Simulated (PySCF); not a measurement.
**SiBr4: structure of the singlet**

Where does singlet SiBr4 go from a PBE0 minimum start, is the end point a minimum, and what are its modes, charges and moments?

Method: PBE0, basis Si def2-SVP, Br def2-SVP, no relativity, density fitting; program: PySCF 2.14.0.

## (1) Starting geometry

5 atoms, charge 0, spin multiplicity 1.

Bond lengths: Si1–Br2 2.203 Å, Si1–Br3 2.203 Å, Si1–Br4 2.203 Å, Si1–Br5 2.203 Å. Angles: Br2–Si1–Br3 109.5°, Br2–Si1–Br4 109.5°, Br2–Si1–Br5 109.5°, Br3–Si1–Br4 109.5°, Br3–Si1–Br5 109.5°, Br4–Si1–Br5 109.5°.

```xyz
5
charge 0 multiplicity 1
Si    0.0000    0.0000    0.0000
Br    1.2721   -1.2721    1.2721
Br    1.2721    1.2721   -1.2721
Br   -1.2721   -1.2721   -1.2721
Br   -1.2721    1.2721    1.2721
```

## (2) First SCF at the start

The steps below are one call of a driver around PySCF. For each, scf.py gives the equivalent set-up of the SCF; relaxations use the driver's own optimiser. After this first run the driver tries any further starts and a stability analysis.

scf.py

```python
from pyscf import gto, scf, dft
mol = gto.M(atom='''
Si    -0.000000     0.000000     0.000000
Br     1.272140    -1.272140     1.272140
Br     1.272140     1.272140    -1.272140
Br    -1.272140    -1.272140    -1.272140
Br    -1.272140     1.272140     1.272140''',
    basis={'Si': 'def2-SVP', 'Br': 'def2-SVP'},
    charge=0, spin=0)
mf = dft.RKS(mol, xc='PBE0')
mf.grids.atom_grid = (50, 194)
aux = {'Si': 'def2-universal-JKFIT', 'Br': 'def2-universal-JKFIT'}
mf = mf.density_fit(auxbasis=aux)
mf.conv_tol = 1e-08
mf.diis_space = 10
mf.max_cycle = 60
mf.init_guess = 'minao'
mf.verbose = 4
mf.kernel()
```

Command:

```sh
OMP_NUM_THREADS=4 python axn.py task.json out
```

The runs that follow: PBE0 minimum start, singlet: relaxation; Is it a minimum? Harmonic modes.

Before running it: what results should come out? Wanted: minimum; geometry; wavenumbers; dipole moment; highest occupied, lowest empty level; polar-tensor charge of Si1; zero-point energy; atomisation energy.

As calculated:

| quantity | value |
| --- | --- |
| minimum | singlet, Td |
| geometry | Si–Br 2.203 Å (×4); Br–Si–Br 109.5° (×6) |
| wavenumbers (cm⁻¹) | 84 (e), 133 (t2), 251 (a1), 504 (t2) |
| dipole moment | 0.00 D |
| highest occupied, lowest empty level | -8.63, -1.60 eV |
| polar-tensor charge of Si1 | +1.93 e |
| zero-point energy | 13.9 kJ/mol |
| entropy at 298.15 K | 379.4 J/(mol K) |
| atomisation energy (no zero-point energy) | 1339 kJ/mol |

The molecule stays Td, as typed, and the end point is a minimum. The strongest infrared band lies at 504 cm⁻¹ (t2). The dipole vanishes although Si1 carries +1.9 e by the polar tensor: the bond dipoles cancel. Other starts or spin states, not run here, may lie lower.
